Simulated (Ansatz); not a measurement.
# K3ErC2: the cost of one run

Computed with Ansatz 0.2.0 (DFT PBE, scalar-relativistic, plane waves, PAW; 4f electrons in the core of a trivalent norm-conserving potential, unless a step's input says otherwise).

## (1) The starting structure

The structure is trigonal, space group P-3m1 (No. 164). The conventional cell has a = 5.047 Å, b = 5.047 Å, c = 8.009 Å, α = 90.00°, β = 90.00°, γ = 120.00°. Around K (site symmetry 3m) lie 4 C at 3.03 to 3.20 Å and 3 K at 3.15 Å. K (site symmetry -3m) has 6 K at 3.15 Å and 6 C at 3.54 Å in its first shell of neighbours. Er (site symmetry -3m) has 6 C at 3.53 Å and 8 K at 4.00 to 4.05 Å in its first shell of neighbours. C (site symmetry 3m) has 7 K at 3.03 to 3.54 Å and 3 Er at 3.53 Å in its first shell of neighbours.

Coordinates:

```cif
data_structure
_symmetry_space_group_name_H-M 'P-3m1'
_symmetry_Int_Tables_number 164
_cell_length_a 5.0471
_cell_length_b 5.0471
_cell_length_c 8.0086
_cell_angle_alpha 90.000
_cell_angle_beta 90.000
_cell_angle_gamma 120.000
_cell_volume 176.67
loop_
_atom_site_label
_atom_site_type_symbol
_atom_site_symmetry_multiplicity
_atom_site_Wyckoff_symbol
_atom_site_fract_x
_atom_site_fract_y
_atom_site_fract_z
_atom_site_occupancy
K1 K 2 d 0.33333 0.66667 0.64800 1
K2 K 1 b 0.00000 0.00000 0.50000 1
Er1 Er 1 a 0.00000 0.00000 0.00000 1
C1 C 2 d 0.33333 0.66667 0.24792 1
```

Recipe of the guess: species swapped into a database cell of Li3SmBi2 (P-3m1, No. 164), with K on the Li sites, Er on the Sm sites and C on the Bi sites. Lengths come from tabulated atomic sizes and are only a guess.

## (2) The guess as it stands, on a coarse mesh

input.yaml

```yaml
crystal:
  lattice:
    - [5.04705178, 0.0, 0.0]
    - [-2.52352589, 4.37087506, 0.0]
    - [0.0, 0.0, 8.00862756]
  atoms:
    - { symbol: K, position: [0.33333333, 0.66666667, 0.648] }
    - { symbol: K, position: [0.66666667, 0.33333333, 0.352] }
    - { symbol: K, position: [0.0, 0.0, 0.5] }
    - { symbol: Er, position: [0.0, 0.0, 0.0] }
    - { symbol: C, position: [0.33333333, 0.66666667, 0.24792001] }
    - { symbol: C, position: [0.66666667, 0.33333333, 0.75207999] }
basis:
  ecutwfc: 770
kpoints:
  mp_grid: { grid: [6, 6, 2] }
hamiltonian:
  xc: pbe
  pseudopotentials:
    kind: paw
    azcp: { Er: "pseudopotentials/pbe/nc/lanthanide_3plus/Er.nc.azcp" }
scf:
  occupations: { method: gaussian, width: 0.1 }
  lower_state_search: "off"
output:
  forces: true
  stress: true
  eigenvalues: true
```

The run is started by

```
ansatz run input.yaml --threads 1 --pin off --max-ram 2560MiB --backend cpu --events-out ev --progress --plain --runs-dir out
```

What time and memory should one allow on 1 thread of Intel Xeon at 2.50GHz (Skylake/Cascade Lake), shared host?

About 28 s, with a peak of 0.58 GiB.
